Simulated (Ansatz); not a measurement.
**CH4FGe+: one structure at several levels**

One table from this session's results is given with a row withheld; the runs are named, their logs left out.

Computed with Ansatz 0.2.0, Gaussian basis. Level: single points in def2-TZVPP.

Correlated methods freeze the cores. Filled d shells of the heavier atoms are correlated. B3LYP uses VWN-RPA correlation.

## The starting structure

7 atoms, charge 1, spin multiplicity 1.

Atoms are counted from 1 here; the program's logs count them from 0.

Bond lengths: F1–C2 1.401 Å, C2–Ge3 2.020 Å, C2–H4 1.094 Å, C2–H5 1.027 Å, Ge3–H6 1.467 Å, Ge3–H7 1.536 Å. Angles: F1–C2–Ge3 88.6°, F1–C2–H4 108.7°, F1–C2–H5 104.0°, Ge3–C2–H4 109.6°, Ge3–C2–H5 118.2°, H4–C2–H5 121.7°, C2–Ge3–H6 118.9°, C2–Ge3–H7 105.9°, H6–Ge3–H7 130.9°.

Coordinates:

```xyz
7
charge 1, multiplicity 1
F    -1.06080    0.62510   -0.83070
C    -0.69190   -0.61940   -0.30360
Ge    0.90430    0.27400    0.55350
H    -0.35580   -1.26230   -1.12300
H    -1.48310   -0.87970    0.29760
H     2.20630    0.19430   -0.11840
H     0.33230    1.32580    1.51590
```

Set-up of the first run:

run/in.yaml

```yaml
crystal:
  periodic: [false, false, false]
  atoms:
    - {symbol: F, position_ang: [-1.060800, 0.625100, -0.830700]}
    - {symbol: C, position_ang: [-0.691900, -0.619400, -0.303600]}
    - {symbol: Ge, position_ang: [0.904300, 0.274000, 0.553500]}
    - {symbol: H, position_ang: [-0.355800, -1.262300, -1.123000]}
    - {symbol: H, position_ang: [-1.483100, -0.879700, 0.297600]}
    - {symbol: H, position_ang: [2.206300, 0.194300, -0.118400]}
    - {symbol: H, position_ang: [0.332300, 1.325800, 1.515900]}
basis:
  gaussian: {orbitals: def2-TZVPP}
total_charge: 1
correlation: {method: ccsd_t}
output: {forces: true}
```

No record of the launch command was kept for these runs.

Steps of the session up to this table: CCSD(T)/def2-TZVPP; PBE0-D4/def2-TZVPP; wB97M-V/def2-TZVPP; r2SCAN-D4/def2-TZVPP; PBE-D4/def2-TZVPP; B3LYP-D4/def2-TZVPP; CAM-B3LYP-D4/def2-TZVPP.

One table of the session follows, with a row left open; its other results are not shown here.

| method | RMS force component (eV/Å) | angle to CCSD(T) forces (°) |
| --- | --- | --- |
| CCSD(T) | 1.082 | reference |
| PBE0-D4 | 1.125 | 6.3 |
| wB97M-V | 1.094 | 2.0 |
| r2SCAN-D4 | 1.078 | 2.6 |
| PBE-D4 | 1.102 | 9.4 |
| B3LYP-D4 | 1.050 | 4.3 |
| CAM-B3LYP-D4 | ? | ? |

**Question.** Estimate the row for CAM-B3LYP-D4.

The run gave: RMS force component (eV/Å): 1.103; angle to CCSD(T) forces (°): 3.6. In the column «RMS force component (eV/Å)» it lies between PBE-D4 (1.102) and PBE0-D4 (1.125).
